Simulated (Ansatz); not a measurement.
# GeH2OS: a ladder of functionals and wavefunction methods

How much do the methods differ for GeH2OS? The plan is to run it at one geometry with functionals of several rungs and with coupled cluster, and see how far each lands from CCSD(T) at the basis-set limit for the atomisation energy.

Method: functionals in def2-TZVPP, the program's frozen cores in correlated methods; program: Ansatz 0.2.0, Gaussian basis.

The runs, in order: LDA (SPW92), PBE-D4, revPBE-D4, BLYP-D4, r2SCAN-D4, B97M-V, PBE0-D4, B3LYP-D4, r2SCANh-D4, r2SCAN0-D4, HSE06-D4, BHLYP-D4, CAM-B3LYP-D4, LC-ωPBE, ωB97X-V, ωB97M-V, B2PLYP, PBE-QIDH; CCSD(T)/def2-SVP; CCSD(T)/def2-TZVPP; CCSD(T)/def2-QZVPP; extrapolation to the limit; RPA on PBE.

### 1 Structure used throughout

All runs share one geometry, relaxed beforehand with PBE0-D4 in a triple-zeta def2 set.

SMILES `[OH][Ge][SH]`, 5 atoms, charge 0, spin multiplicity 1.

Atoms are counted from 1 here; the program's logs count them from 0.

Bond lengths: O1–Ge2 1.782 Å, O1–H4 0.961 Å, Ge2–S3 2.260 Å, S3–H5 1.343 Å. Angles: Ge2–O1–H4 117.4°, O1–Ge2–S3 97.9°, Ge2–S3–H5 93.6°.

### 2 LDA

This LDA is Slater exchange with PW92 correlation.

Contents of in.yaml:

```yaml
crystal:
  periodic: [false, false, false]
  atoms:
    - {symbol: O, position_ang: [-1.346040, -1.001263, 0.399812]}
    - {symbol: Ge, position_ang: [-0.897419, 0.628925, -0.164199]}
    - {symbol: S, position_ang: [1.343253, 0.336538, -0.206293]}
    - {symbol: H, position_ang: [-0.632530, -1.625174, 0.561369]}
    - {symbol: H, position_ang: [1.582736, 1.587373, -0.632091]}
basis:
  gaussian: {orbitals: def2-TZVPP}
hamiltonian: {xc: lda}
output: {orbitals: {seedname: orbitals}}
```

Run with:

```console
$ ansatz run in.yaml --threads 2 --pin off --events-out ev --progress --plain --max-ram 32768MiB --backend cpu
```

After this run come: PBE-D4 (GGA); revPBE-D4 (GGA); BLYP-D4 (GGA); r2SCAN-D4 (meta-GGA); B97M-V (meta-GGA); B3LYP-D4 (hybrid); r2SCANh-D4 (hybrid); r2SCAN0-D4 (hybrid); HSE06-D4 (hybrid); BHLYP-D4 (hybrid); CAM-B3LYP-D4 (range-separated); LC-ωPBE (range-separated); ωB97X-V (range-separated); ωB97M-V (range-separated); B2PLYP (double hybrid); PBE-QIDH (double hybrid); CCSD(T) in def2-SVP; CCSD(T) in def2-TZVPP; CCSD(T) in def2-QZVPP; RPA on PBE orbitals.

Q: Predict the results of all the runs planned. Wanted: atomisation energy, CCSD(T)/CBS; farthest beyond LDA; mean size of error, GGA; mean size of error, meta-GGA; mean size of error, hybrid; mean size of error, range-separated; mean size of error, double hybrid; gap, smallest and largest; T1 diagnostic.

**Answer**, as computed:

| quantity | value |
| --- | --- |
| atomisation energy, CCSD(T)/CBS | 1597.6 kJ/mol |
| functionals within 16.0 kJ/mol (1.0 %) | BLYP-D4, r2SCAN-D4, B97M-V, ωB97X-V, ωB97M-V |
| farthest beyond LDA | BHLYP-D4 (-98.5 kJ/mol) |
| mean size of error, GGA | 17.9 kJ/mol |
| mean size of error, meta-GGA | 3.5 kJ/mol |
| mean size of error, hybrid | 42.5 kJ/mol |
| mean size of error, range-separated | 21.6 kJ/mol |
| mean size of error, double hybrid | 41.4 kJ/mol |
| gap, smallest and largest | 3.52 eV (LDA (SPW92)), 9.96 eV (LC-ωPBE) |
| T1 diagnostic | 0.0148 |
| triples share of the correlation energy | 4.1 % |

What this shows: LDA overbinds by 274.6 kJ/mol (17 %). PBE-D4 misses by +32.4 kJ/mol. Double hybrids carry the basis error of their MP2 part in triple zeta, and no dispersion term here, so their miss is partly the set-up's. Taken by rung, meta-GGA functionals do best (3.5 kJ/mol on average) and hybrid ones worst beyond LDA (42.5 kJ/mol). The mean of the hybrids holds BHLYP, with half exact exchange. Misses under about 16.0 kJ/mol are within the doubt on the reference itself, which lacks core-valence correlation, relativity and higher excitations, and its outer-core shells are covered unevenly. Hartree-Fock recovers 64 % of the binding; the rest is correlation. CCSD(T) in def2-SVP is off by -172.7 kJ/mol, which most functionals beat. Orbital gaps span 3.5 to 10.0 eV; exact exchange widens them. Correlated methods include outer-core shells of Ge, which these sets cover unevenly.
